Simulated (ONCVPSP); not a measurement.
**An ONCV potential for beryllium, from input to tests**

Do these settings give a usable potential? It is generated, then checked for transferability, scattering, ghosts and hardness.

The numbers are computed with ONCVPSP 4.0.1 (BLYP, scalar-relativistic, spin-unpolarised reference atom).

### Step 1. The design

Typed settings, in words:

| Property | Result |
| --- | --- |
| element | beryllium (Be, Z = 4) |
| type | optimised norm-conserving Vanderbilt (ONCV) |
| frozen core | none |
| valence charge | 4 |
| reference configuration | 1s2 2s2 |
| partial waves | 1s+2s: rc 0.75 bohr, ncon 4, nbas 8, qcut 16.5 1/bohr, 2 projectors; p scattering state at 0.14 Ha: rc 0.75 bohr, ncon 3, nbas 6, qcut 12.7 1/bohr, 2 projectors, debl 2.7 Ha; d scattering state at 0.02 Ha: rc 0.75 bohr, ncon 4, nbas 9, qcut 13.4 1/bohr, local |
| local potential | the d channel |
| core correction | not asked for |

The nodes and maxima of the atom's own shells, from an earlier all-electron run, set the scale for the radii.

All-electron outer shells of the reference configuration (BLYP, scalar-relativistic, ld1.x):

```csv
shell,level (eV),outermost node (bohr),outermost maximum (bohr)
1s,-106.58,–,0.27
2s,-5.47,0.59,2.02
2p,-1.93,–,2.26
```

### Step 2. Generating the potential

Contents of Be.dat:

```
# ATOM AND REFERENCE CONFIGURATION
# atsym  z   nc   nv     iexc    psfile
  Be 4.00    0    2  -106131      upf
#
#   n    l    f
    1    0    2.00
    2    0    2.00
#
# PSEUDOPOTENTIAL AND OPTIMIZATION
# lmax
    2
#
#   l,   rc,      ep,       ncon, nbas, qcut
    0    0.75    0.00    4    8   16.50
    1    0.75    0.14    3    6   12.70
    2    0.75    0.02    4    9   13.40
#
# LOCAL POTENTIAL
# lloc, lpopt,  rc(5),   dvloc0
    2    5    0.75    0.00
#
# VANDERBILT-KLEINMAN-BYLANDER PROJECTORs
# l, nproj, debl
    0    2    1.10
    1    2    2.70
    2    0    3.90
#
# MODEL CORE CHARGE
# icmod, fcfact, rcfact
    0    0.00    0.00
#
# LOG DERIVATIVE ANALYSIS
# epsh1, epsh2, depsh
   -5.00    5.00    0.04
#
# OUTPUT GRID
# rlmax, drl
    6.00    0.01
#
# TEST CONFIGURATIONS
# ncnf
    4
# nvcnf
#   n    l    f
    2
    1    0    2.00
    2    0    1.00
#
    2
    1    0    2.00
    2    0    0.00
#
    2
    1    0    2.00
    2    0    1.50
#
    2
    1    0    1.00
    2    0    2.00
#
```

Started as:

```
$ oncvpsp.x < Be.dat > Be.out
```

Q: Predict the outcome of this session. Wanted: cutoffs for 1 and 0.1 mHa per electron, occupied waves; bound ghosts; GHOST(+) flags; largest test error; largest phase difference near zero energy, channels read.

**Answer**, as computed:

| quantity | value |
| --- | --- |
| cutoffs for 1 and 0.1 mHa per electron, occupied waves | 98 Ha and 114 Ha |
| bound ghosts | none found |
| GHOST(+) flags | none at low energy |
| largest test error (AE − PS) | +822 meV, for 1s1 2s2 |
| largest phase difference near zero energy, channels read | 0.000 rad |

What this shows: The worst unpolarised test, 1s1 2s2, is off by 822 meV on 128.8 eV; by total energies transferability rates as poor. That test lies far up in energy; among those under 40 eV, nearer to bonding, the largest error is 3.3 meV. It counts as very hard, with 98 Ha needed at the looser tolerance. At the looser tolerance the 1s wave is the slowest; 2s needs 75 Ha. No bound ghost shows below the valence levels. Near zero energy the phases of the channels with partial waves agree within 0.001 rad.
